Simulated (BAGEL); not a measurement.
# HF/3-21G (density fitting with qzvpp-jkfit) run of CH4OZn (SMILES [CH3][Zn][OH])

What is the energy change on altering one bond length of CH4OZn at HF/3-21G (density fitting with qzvpp-jkfit)? 

Program for the calculation: BAGEL 1.2.2.

9 further runs of the same task are left out: 5 that didn't finish, 4 set aside as unsound or not needed.

**1. The system as given**

The species is CH4OZn (7 atoms), meant as a singlet with charge 0. As SMILES, `[CH3][Zn][OH]`. The coordinates come from a PBE0-D4/def2-TZVP relaxation.

Bond lengths: C1–Zn2 1.920 Å, Zn2–O3 1.780 Å, C1–H4 1.092 Å, C1–H5 1.092 Å, C1–H6 1.092 Å, O3–H7 0.958 Å. Angles: C1–Zn2–O3 176.0°, Zn2–C1–H4 110.6°, Zn2–C1–H5 110.6°, Zn2–C1–H6 110.6°, Zn2–O3–H7 117.0°, H4–C1–H5 108.4°, H4–C1–H6 108.3°, H5–C1–H6 108.3°.

**2. A single-point energy at HF/3-21G (density fitting with qzvpp-jkfit)**

Contents of calc.json:

```json
{ "bagel" : [

{
  "title" : "molecule",
  "basis" : "3-21g",
  "df_basis" : "qzvpp-jkfit",
  "angstrom" : true,
  "geometry" : [
    { "atom" : "C", "xyz" : [   -0.984000,    0.656300,   -0.330100 ] },
    { "atom" : "Zn", "xyz" : [    0.573500,   -0.400800,    0.047300 ] },
    { "atom" : "O", "xyz" : [    2.028700,   -1.399800,    0.276400 ] },
    { "atom" : "H", "xyz" : [   -1.755800,    0.047700,   -0.805700 ] },
    { "atom" : "H", "xyz" : [   -0.734800,    1.481900,   -0.999900 ] },
    { "atom" : "H", "xyz" : [   -1.397000,    1.075000,    0.590000 ] },
    { "atom" : "H", "xyz" : [    2.330400,   -1.528500,    1.176300 ] }
  ]
},
{
  "title" : "hf"
},
{
  "title" : "print",
  "file" : "orbitals.molden",
  "orbitals" : true
}

]}
```

The run is started by

```sh
$ BAGEL_NUM_THREADS=1 BAGEL calc.json > calc.out
```

What it wrote:

```text
* using 1 threads per process

  ===============================================================
  ===============================================================

  *** Geometry ***

  { "atom" : "C", "xyz" : [     -1.859491,      1.240227,     -0.623799 ] },
  { "atom" : "Zn", "xyz" : [      1.083758,     -0.757402,      0.089384 ] },
  { "atom" : "O", "xyz" : [      3.833687,     -2.645239,      0.522320 ] },
  { "atom" : "H", "xyz" : [     -3.317981,      0.090140,     -1.522552 ] },
  { "atom" : "H", "xyz" : [     -1.388571,      2.800385,     -1.889537 ] },
  { "atom" : "H", "xyz" : [     -2.639947,      2.031456,      1.114938 ] },
  { "atom" : "H", "xyz" : [      4.403818,     -2.888446,      2.222885 ] },

  Number of auxiliary basis functions:      488

  Since a DF basis is specified, we compute 2- and 3-index integrals:
    o Being stored without compression. Storage requirement is 0.011 GB

  Number of basis functions:       53
  Number of electrons      :       48

    * METHOD: MOLECULE                             0.15

  *** RHF ***

  === Nuclear Repulsion ===
   171.5615288953

      * DIIS with orbital gradients will be used.

  === RHF iteration (3-21g) ===
      0      -1883.26739218          0.02870038           0.04
      1      -1883.37035351          0.01927460           0.04
      2      -1883.43545537          0.00167844           0.04
      3      -1883.43656951          0.00064144           0.04
      4      -1883.43672116          0.00014271           0.04
      5      -1883.43673940          0.00003529           0.04
      6      -1883.43674015          0.00001461           0.04
      7      -1883.43674020          0.00000508           0.04
      8      -1883.43674021          0.00000197           0.04
      9      -1883.43674021          0.00000078           0.04
     10      -1883.43674021          0.00000018           0.04
     11      -1883.43674021          0.00000008           0.04
     12      -1883.43674021          0.00000003           0.04
     13      -1883.43674021          0.00000001           0.04
     14      -1883.43674021          0.00000000           0.04
    * SCF iteration converged.

    * Permanent dipole moment:
           (    0.346356,    -0.301074,    -0.632092) a.u.

    * METHOD: HF                                   0.73

    * METHOD: PRINT                                0.01

  ===============================================================
```

Wall time 1.1 s (1 thread of Arm Neoverse V2, shared host).

**3. The distorted shape at the same level**

Contents of job.json:

```json
{ "bagel" : [

{
  "title" : "molecule",
  "basis" : "3-21g",
  "df_basis" : "qzvpp-jkfit",
  "angstrom" : true,
  "geometry" : [
    { "atom" : "C", "xyz" : [      -1.711623,       1.155816,      -0.444654 ] },
    { "atom" : "Zn", "xyz" : [      -0.154123,       0.098716,      -0.067254 ] },
    { "atom" : "O", "xyz" : [       2.028700,      -1.399800,       0.276400 ] },
    { "atom" : "H", "xyz" : [      -2.483423,       0.547216,      -0.920254 ] },
    { "atom" : "H", "xyz" : [      -1.462423,       1.981416,      -1.114454 ] },
    { "atom" : "H", "xyz" : [      -2.124623,       1.574516,       0.475446 ] },
    { "atom" : "H", "xyz" : [       2.330400,      -1.528500,       1.176300 ] }
  ]
},

{ "title" : "hf" },

{ "title" : "print", "file" : "orbitals.molden", "orbitals" : true }

]}
```

The run is started by

```sh
$ BAGEL_NUM_THREADS=1 BAGEL job.json > job.out
```

What it wrote:

```text
* using 1 threads per process

  ===============================================================
  ===============================================================

  *** Geometry ***

  { "atom" : "C", "xyz" : [     -3.234499,      2.184176,     -0.840274 ] },
  { "atom" : "Zn", "xyz" : [     -0.291250,      0.186546,     -0.127092 ] },
  { "atom" : "O", "xyz" : [      3.833687,     -2.645239,      0.522320 ] },
  { "atom" : "H", "xyz" : [     -4.692989,      1.034088,     -1.739028 ] },
  { "atom" : "H", "xyz" : [     -2.763579,      3.744334,     -2.106013 ] },
  { "atom" : "H", "xyz" : [     -4.014956,      2.975404,      0.898463 ] },
  { "atom" : "H", "xyz" : [      4.403818,     -2.888446,      2.222885 ] },

  Number of auxiliary basis functions:      488

  Since a DF basis is specified, we compute 2- and 3-index integrals:
    o Being stored without compression. Storage requirement is 0.011 GB

  Number of basis functions:       53
  Number of electrons      :       48

    * METHOD: MOLECULE                             0.15

  *** RHF ***

  === Nuclear Repulsion ===
   143.9917781546

      * DIIS with orbital gradients will be used.

  === RHF iteration (3-21g) ===
      0      -1883.07905488          0.03083416           0.04
      1      -1883.02364070          0.03710427           0.04
      2      -1883.30364651          0.00352790           0.04
      3      -1883.30879289          0.00143491           0.04
      4      -1883.30982236          0.00057204           0.04
      5      -1883.31022683          0.00023264           0.04
      6      -1883.31026543          0.00010269           0.04
      7      -1883.31027087          0.00003970           0.04
      8      -1883.31027206          0.00001036           0.04
      9      -1883.31027216          0.00000461           0.04
     10      -1883.31027218          0.00000188           0.04
     11      -1883.31027218          0.00000067           0.04
     12      -1883.31027218          0.00000034           0.04
     13      -1883.31027218          0.00000012           0.04
     14      -1883.31027218          0.00000006           0.04
     15      -1883.31027218          0.00000002           0.04
     16      -1883.31027218          0.00000001           0.04
    * SCF iteration converged.

    * Permanent dipole moment:
           (    1.340625,    -0.971094,    -0.339151) a.u.

    * METHOD: HF                                   0.79

    * METHOD: PRINT                                0.01

  ===============================================================
```

It took 1.1 s on 1 thread of Arm Neoverse V2, shared host.

**4. Outcome**

At HF/3-21G (density fitting with qzvpp-jkfit):

| quantity | value |
| --- | --- |
| first shape: total energy | -1883.43674 Eh |
| first shape: dipole moment | 1.99 D |
| first shape: HOMO energy | -10.64 eV |
| first shape: LUMO energy | 1.96 eV |
| first shape: HOMO–LUMO gap | 12.61 eV |
| distorted shape: total energy | -1883.31027 Eh |
| distorted shape: dipole moment | 4.29 D |
| distorted shape: HOMO energy | -8.61 eV |
| distorted shape: LUMO energy | 1.23 eV |
| distorted shape: HOMO–LUMO gap | 9.85 eV |
| energy change with the Zn2–O3 bond stretched from 1.780 to 2.670 Å | 3.441 eV |

What this shows: With the Zn2–O3 bond stretched from 1.780 to 2.670 Å the energy rises by 3.44 eV (79 kcal/mol). The first shape isn't relaxed at this level, so the change isn't measured from a minimum. A restricted reference can't describe the breaking bond well at this length.
